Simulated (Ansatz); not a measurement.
**Al3In2As5: one candidate of a structure search**

Aim: relax a trial structure of Al3In2As5 and see where it ends.

Method: DFT PBE, scalar-relativistic, plane waves, PAW, in Ansatz 0.2.0.

## (1) The system as given

The structure is tetragonal, space group I-4m2 (No. 119). The conventional cell has a = 3.946 Å, b = 3.946 Å, c = 27.902 Å, α = 90.00°, β = 90.00°, γ = 90.00°. Al (site symmetry 2mm) is surrounded by 4 As at 2.42 Å. Around Al (site symmetry -4m2) lie 4 As at 2.42 Å. Around In (site symmetry 2mm) lie 4 As at 2.42 Å. Around As (site symmetry 2mm) lie 2 Al at 2.42 Å and 2 In at 2.42 Å. As (site symmetry -4m2) has 4 Al at 2.42 Å in its first shell of neighbours. As (site symmetry 2mm) has 2 In at 2.42 Å and 2 Al at 2.42 Å in its first shell of neighbours.

Structure file:

```cif
data_structure
_symmetry_space_group_name_H-M 'I-4m2'
_symmetry_Int_Tables_number 119
_cell_length_a 3.9460
_cell_length_b 3.9460
_cell_length_c 27.9021
_cell_angle_alpha 90.000
_cell_angle_beta 90.000
_cell_angle_gamma 90.000
_cell_volume 434.45
loop_
_atom_site_label
_atom_site_type_symbol
_atom_site_symmetry_multiplicity
_atom_site_Wyckoff_symbol
_atom_site_fract_x
_atom_site_fract_y
_atom_site_fract_z
_atom_site_occupancy
Al1 Al 4 f 0.50000 0.00000 0.05000 1
Al2 Al 2 d 0.50000 0.00000 0.25000 1
In1 In 4 f 0.00000 0.50000 0.35000 1
As1 As 4 e 0.50000 0.50000 0.10000 1
As2 As 2 a 0.00000 0.00000 0.00000 1
As3 As 4 e 0.50000 0.50000 0.30000 1
```

The start is an ordering of an alloy on its end members' structure types: elements ordered on the sites of the InAs type, Al/In on In (I-4m2, No. 119).

## (2) Probe: one point on a coarse mesh

Contents of input.yaml:

```yaml
crystal:
  lattice:
    - [-1.97297566, 1.97297566, 13.95104469]
    - [1.97297566, -1.97297566, 13.95104469]
    - [1.97297566, 1.97297566, -13.95104469]
  atoms:
    - { symbol: Al, position: [0.05, 0.55, 0.5] }
    - { symbol: Al, position: [0.45, 0.95, 0.5] }
    - { symbol: Al, position: [0.25, 0.75, 0.5] }
    - { symbol: In, position: [0.85, 0.35, 0.5] }
    - { symbol: In, position: [0.65, 0.15, 0.5] }
    - { symbol: As, position: [0.6, 0.6, 0.0] }
    - { symbol: As, position: [0.0, 0.0, 0.0] }
    - { symbol: As, position: [0.4, 0.4, 0.0] }
    - { symbol: As, position: [0.8, 0.8, 0.0] }
    - { symbol: As, position: [0.2, 0.2, 0.0] }
basis:
  ecutwfc: 420
kpoints:
  mp_grid: { grid: [6, 6, 6] }
hamiltonian:
  xc: pbe
scf:
  occupations: { method: gaussian, width: 0.1 }
  lower_state_search: "off"
output:
  forces: true
  stress: true
  eigenvalues: true
```

Started as:

```
> ansatz run input.yaml --threads 4 --pin off --max-ram 8192MiB --backend cpu --events-out ev --progress --plain --runs-dir out
```

Further runs follow: rough relaxation on the coarse mesh; full relaxation.

Before running it: what results should come out? Wanted: conventional cell; volume; energy over the elements; gap on the mesh.

As calculated:

| quantity | value |
| --- | --- |
| symmetry at the end (tolerance 0.02 Å) | space group I-4m2 (No. 119) |
| conventional cell | a = 4.171 Å, b = 4.171 Å, c = 29.584 Å, α = 90.00°, β = 90.00°, γ = 90.00° |
| volume | 25.73 Å³/atom |
| energy over the elements | -0.37 eV/atom |
| gap on the mesh | 0.68 eV |

The space group I-4m2 (No. 119) is kept, and the volume per atom grows by 18.4 % from the first guess. It lies below the elements, which doesn't yet make it stable: competing phases were not computed in this session. No finished test with a distortion of lower symmetry is shown, so the end may be a saddle point.

Spin-orbit coupling is left out, though the cell holds In; it can move the gap.
